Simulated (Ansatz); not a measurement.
# CH5FSeSi: the cost of one run

All numbers below are computed with Ansatz 0.2.0 (RKS BHLYP/def2-mTZVP).

### Step 1. The structure to begin with

Bond lengths: F1–C2 1.365 Å, C2–Si3 1.845 Å, C2–Se4 1.894 Å, C2–H5 1.114 Å, Si3–H6 1.500 Å, Si3–H7 1.503 Å, Si3–H8 1.416 Å, Se4–H9 1.567 Å. Angles: F1–C2–Si3 106.6°, F1–C2–Se4 113.5°, F1–C2–H5 108.8°, Si3–C2–Se4 109.3°, Si3–C2–H5 109.9°, Se4–C2–H5 108.7°, C2–Si3–H6 109.1°, C2–Si3–H7 110.2°, C2–Si3–H8 112.1°, H6–Si3–H7 106.6°, H6–Si3–H8 109.3°, H7–Si3–H8 109.4°, C2–Se4–H9 93.0°.

Coordinates:

```xyz
9

F    -0.6426    0.1851   -1.7048
C    -0.1213    0.6890   -0.5483
Si    0.7680   -0.7002    0.2772
Se   -1.4301    1.3822    0.6318
H     0.5971    1.5012   -0.8019
H     1.4107   -0.1923    1.5332
H     1.8796   -1.2003   -0.6018
H    -0.0982   -1.7739    0.5960
H    -2.2748    0.0628    0.6014
```

### Step 2. End point A

Input file input.yaml:

```yaml
crystal:
  periodic: [false, false, false]
  atoms:
    - { symbol: F, position_ang: [-0.6426, 0.1851, -1.7048] }
    - { symbol: C, position_ang: [-0.1213, 0.689, -0.5483] }
    - { symbol: Si, position_ang: [0.768, -0.7002, 0.2772] }
    - { symbol: Se, position_ang: [-1.4301, 1.3822, 0.6318] }
    - { symbol: H, position_ang: [0.5971, 1.5012, -0.8019] }
    - { symbol: H, position_ang: [1.4107, -0.1923, 1.5332] }
    - { symbol: H, position_ang: [1.8796, -1.2003, -0.6018] }
    - { symbol: H, position_ang: [-0.0982, -1.7739, 0.596] }
    - { symbol: H, position_ang: [-2.2748, 0.0628, 0.6014] }
basis:
  gaussian: { orbitals: def2-mTZVP }
hamiltonian:
  xc: { name: BHLYP }
relax:
  f_tol: 0.015
  max_steps: 40
```

Command:

```sh
ansatz run input.yaml --threads 2 --pin off --max-ram 3072MiB --backend cpu --events-out ev --progress --plain --runs-dir out
```

Q: Estimate wall time and peak memory on 2 threads of Intel Xeon Platinum 8488C (Sapphire Rapids), shared host.

About 22 s, with a peak of 0.28 GiB.
